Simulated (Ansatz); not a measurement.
# RuF3: a short molecular-dynamics run

A trajectory of RuF3, a randomly packed cell with 8 atoms that was not relaxed first: 20 steps of 1.5 fs under a Langevin thermostat and barostat at 1200 K and 0 GPa.

Program: Ansatz 0.2.0. Level of theory: DFT PBE, plane waves, PAW, scalar-relativistic, no spin polarisation. These are calculated values, not measurements.

### 1 The structure to begin with

The cell holds 8 atoms (F6Ru2): a = 5.425 Å, b = 4.460 Å, c = 4.315 Å, α = 87.94°, β = 99.68°, γ = 78.25°.

Coordinates:

```
Ru F
1.0
     5.31971    1.05279    0.13805
     0.07209    4.40705   -0.68301
    -1.00756    0.81144    4.11671
Ru F
2 6
Direct
  0.86381 0.88157 0.20321
  0.39412 0.56583 0.01594
  0.42784 0.95641 0.57782
  0.72509 0.65877 0.70054
  0.24794 0.10050 0.17647
  0.82142 0.37853 0.42854
  0.01464 0.32433 0.83537
  0.21715 0.34982 0.51352
```

### 2 Molecular dynamics

File input.yaml:

```yaml
crystal:
  lattice:
    - [5.319714, 1.052791, 0.138046]
    - [0.07209, 4.407048, -0.683009]
    - [-1.007557, 0.811441, 4.116706]
  atoms:
    - { symbol: Ru, position: [0.863814, 0.881574, 0.203208] }
    - { symbol: Ru, position: [0.394123, 0.565835, 0.015938] }
    - { symbol: F, position: [0.427839, 0.956409, 0.577819] }
    - { symbol: F, position: [0.725092, 0.658772, 0.700543] }
    - { symbol: F, position: [0.247941, 0.100505, 0.176469] }
    - { symbol: F, position: [0.821424, 0.378526, 0.428544] }
    - { symbol: F, position: [0.014635, 0.324333, 0.835375] }
    - { symbol: F, position: [0.21715, 0.349817, 0.513517] }
kpoints:
  mp_grid: { grid: [3, 3, 4] }
magnetization:
  spin_polarized: false
scf:
  occupations: { method: fermi_dirac, width: 0.05 }
hamiltonian:
  pseudopotentials: { kind: paw }
  xc: pbe
basis:
  ecutwfc: 420
md:
  timestep: 1.5
  n_steps: 20
  ensemble: npt_langevin
  temperature: 1200.0
  initial_velocities: maxwell_boltzmann
  seed: 845513
  pressure: 0.0
```

Launch:

```sh
$ ansatz run input.yaml --threads 2 --pin off --max-ram 2560MiB --backend cpu --events-out ev --progress --plain --runs-dir out
```

Q: Predict the outcome of this session. Wanted: temperature, first and last step; temperature, second half; potential energy, second half; largest change of the conserved energy; volume, first and last step; mean square displacement, second half.

As calculated:

| quantity | value |
| --- | --- |
| length | 20 steps of 1.5 fs |
| temperature, first and last step | 1050 and 6921 K |
| temperature, second half | mean 6522 K, from 4930 to 7375 K |
| potential energy, second half | -957 meV/atom from the start |
| largest change of the conserved energy | 2.88 meV/atom |
| volume, first and last step | 12.56 and 13.04 Å³/atom |
| mean square displacement, second half | F 0.312, Ru 0.010 Å² |

**Reading.** Against a set 1200 K the second half averages 6522 K, going from 4930 to 6921 K over that half. The conserved energy strays from its start by at most 2.88 meV/atom, 0.5 % of the mean kinetic energy, which is good for a step of 1.5 fs. Over the second half F atoms stand 0.6 Å (root mean square) from where they began, and the farthest move is 1.0 Å. The volume changes by +3.8 % from first to last step, and is still moving at the end, so it is no equilibrium value. 30 fs on 8 atoms is far too short and small for converged averages. The k-mesh is coarse for this cell.
